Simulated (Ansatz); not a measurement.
**CH₆Si₂Te: a ladder of functionals and wavefunction methods**

One table from this session's results is given with a row withheld; the runs are named, their logs left out.

Method: functionals in def2-TZVPP, the program's frozen cores in correlated methods; program: Ansatz 0.2.0, Gaussian basis.

The runs, in order: PBE-D4, r2SCAN-D4, PBE0-D4, B3LYP-D4, ωB97X-V, ωB97M-V, B2PLYP; CCSD(T)/def2-TZVPP; MP2/def2-QZVPP; extrapolation to the limit.

## The geometry

All runs share one geometry, relaxed beforehand with PBE0-D4 in a triple-zeta def2 set. Te takes the def2 core potential; no spin-orbit term is included.

SMILES `C[SiH]1[SiH2][Te]1`, 10 atoms, charge 0, spin multiplicity 1.

Atoms are counted from 1 here; the program's logs count them from 0.

Bond lengths: C1–Si2 1.866 Å, C1–H5 1.091 Å, C1–H6 1.093 Å, C1–H7 1.092 Å, Si2–Si3 2.273 Å, Si2–Te4 2.508 Å, Si2–H8 1.484 Å, Si3–Te4 2.507 Å, Si3–H9 1.483 Å, Si3–H10 1.484 Å. Angles: Si2–C1–H5 110.3°, Si2–C1–H6 110.2°, Si2–C1–H7 110.4°, H5–C1–H6 108.9°, H5–C1–H7 108.6°, H6–C1–H7 108.5°, C1–Si2–Si3 122.4°, C1–Si2–Te4 117.2°, C1–Si2–H8 112.7°, Si3–Si2–Te4 63.0°, Si3–Si2–H8 118.4°, Te4–Si2–H8 113.8°, Si2–Si3–Te4 63.1°, Si2–Si3–H9 122.1°, Si2–Si3–H10 120.6°, Te4–Si3–H9 115.6°, Te4–Si3–H10 115.1°, H9–Si3–H10 111.5° and more.

Set-up of the first run:

in.yaml reads:

```yaml
crystal:
  periodic: [false, false, false]
  atoms:
    - {symbol: C, position_ang: [-1.345749, 0.798811, -0.741671]}
    - {symbol: Si, position_ang: [-0.414839, -0.561681, 0.133317]}
    - {symbol: Si, position_ang: [1.710545, -0.291523, 0.891491]}
    - {symbol: Te, position_ang: [1.405219, -1.714650, -1.150157]}
    - {symbol: H, position_ang: [-0.650285, 1.461615, -1.258287]}
    - {symbol: H, position_ang: [-1.923513, 1.383908, -0.021332]}
    - {symbol: H, position_ang: [-2.034573, 0.376696, -1.476593]}
    - {symbol: H, position_ang: [-1.312614, -1.489865, 0.865323]}
    - {symbol: H, position_ang: [2.213177, -0.997758, 2.094555]}
    - {symbol: H, position_ang: [2.435732, 0.983048, 0.666252]}
basis:
  gaussian: {orbitals: def2-TZVPP}
hamiltonian: {xc: pbe, dispersion: d4}
output: {forces: true, orbitals: {seedname: orbitals}}
```

Run with:

```sh
ansatz run in.yaml --threads 4 --pin off --events-out ev --progress --plain --max-ram 10444MiB
```

Steps of the session up to this table: PBE-D4 (GGA); r2SCAN-D4 (meta-GGA); PBE0-D4 (hybrid); B3LYP-D4 (hybrid); ωB97X-V (range-separated); ωB97M-V (range-separated); B2PLYP (double hybrid); CCSD(T) in def2-TZVPP; MP2 in def2-QZVPP.

One table of the session follows, with a row left open; its other results are not shown here.

It belongs to the step «Atomisation energies». 

```
            method  atomisation energy (kcal/mol)
            PBE-D4                          771.0
         r2SCAN-D4                          768.5
           PBE0-D4                          765.6
          B3LYP-D4                          762.2
           ωB97X-V                              ?
           ωB97M-V                          762.8
            B2PLYP                          752.1
     HF/def2-TZVPP                          562.9
    MP2/def2-TZVPP                          749.1
   CCSD/def2-TZVPP                          733.0
CCSD(T)/def2-TZVPP                          744.9
           MP2/CBS                          774.0
       CCSD(T)/CBS                          769.9
```

**Question.** Estimate the row for ωB97X-V.

The run gave: atomisation energy (kcal/mol): 770.4. In the column «atomisation energy (kcal/mol)» it lies between CCSD(T)/CBS (769.9) and PBE-D4 (771.0).

To keep in mind: Free atoms (1 C, 2 Si, 1 Te, 6 H) were run apart at each level; the atomisation energy is their sum less the molecule, without zero-point or spin-orbit terms.
